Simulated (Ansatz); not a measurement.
# AlGaSiH (quartet): from Hartree-Fock to the top rungs at a displaced geometry (v2), cc-pVDZ

The task here is to estimate one member of a computed series from the others.

Computed with Ansatz 0.2.0, Gaussian basis. Level: cc-pVDZ, core rule «outside noble gas», up to 24 orbitals frozen.

The runs, in order: UHF; CCSD(T) on ROHF; CCSD(T) on UHF; BCCD(T) on ROHF; CISD; CCSDT(Q) on ROHF; CCSDT(Q) on UHF.

29 further runs of the same task are left out: 2 for a known fault of the program, 17 that didn't finish, 10 set aside as unsound or not needed.

**The system**

The geometry is a PBE0/def2-TZVP stationary point (not a proven minimum) with its atoms shifted at random (size 0.100 Å). No spin-orbit coupling is included. The filled d shell of Ga may be among the frozen orbitals whatever the setting's name suggests; the logs give the count.

4 atoms, charge 0, spin multiplicity 4.

Atoms are counted from 1 here; the program's logs count them from 0.

Bond lengths: Ga1–Al2 2.635 Å, Ga1–H4 1.855 Å, Al2–Si3 2.398 Å, Al2–H4 1.758 Å. Angles: Al2–Ga1–H4 41.7°, Ga1–Al2–Si3 170.8°, Ga1–Al2–H4 44.6°, Si3–Al2–H4 127.4°, Ga1–H4–Al2 93.6°.

The first run:

Input file in.yaml:

```yaml
crystal:
  periodic: [false, false, false]
  atoms:
    - {symbol: Ga, position_ang: [0.064567, -0.255895, 2.274058]}
    - {symbol: Al, position_ang: [-0.100305, -0.406353, -0.351678]}
    - {symbol: Si, position_ang: [-0.023688, -0.232734, -2.742004]}
    - {symbol: H, position_ang: [0.059426, 0.894982, 0.819624]}
basis:
  gaussian: {orbitals: cc-pVDZ}
magnetization: {spin_polarized: true, initial_magnetization: 3}
hamiltonian: {xc: hf}
output: {orbitals: {seedname: orbitals}}
```

Started as:

```
ansatz run in.yaml --threads 1 --pin off --events-out ev --progress --plain --max-ram 2393MiB
```

Among the steps run: UHF; CCSD(T) on ROHF; CCSD(T) on UHF; BCCD(T) on ROHF; CISD; CCSDT(Q) on ROHF; CCSDT(Q) on UHF.

One table of the session follows, with a row left open; its other results are not shown here.

```
   method  from RCCSDT(Q) (meV)
     ROHF                     ?
      UHF               +6032.7
     RMP2               +1548.8
     UMP2               +1628.3
     CISD                +994.1
    RCCSD                +383.9
    UCCSD                +367.3
 RCCSD(T)                 +89.1
 UCCSD(T)                 +95.7
  BCCD(T)                 +92.9
   RCCSDT                 +25.3
   UCCSDT                 +22.3
RCCSDT(Q)                     0
UCCSDT(Q)                  -4.2
```

**Question.** Estimate the row for ROHF.

**Answer.** from RCCSDT(Q) (meV): +6260.2. In the column «from RCCSDT(Q) (meV)» it is the highest.

To keep in mind: Restricted and unrestricted rows rest on different reference determinants; where their highest levels disagree by more than a few hundredths of an eV, they describe different states and don't form one ladder.
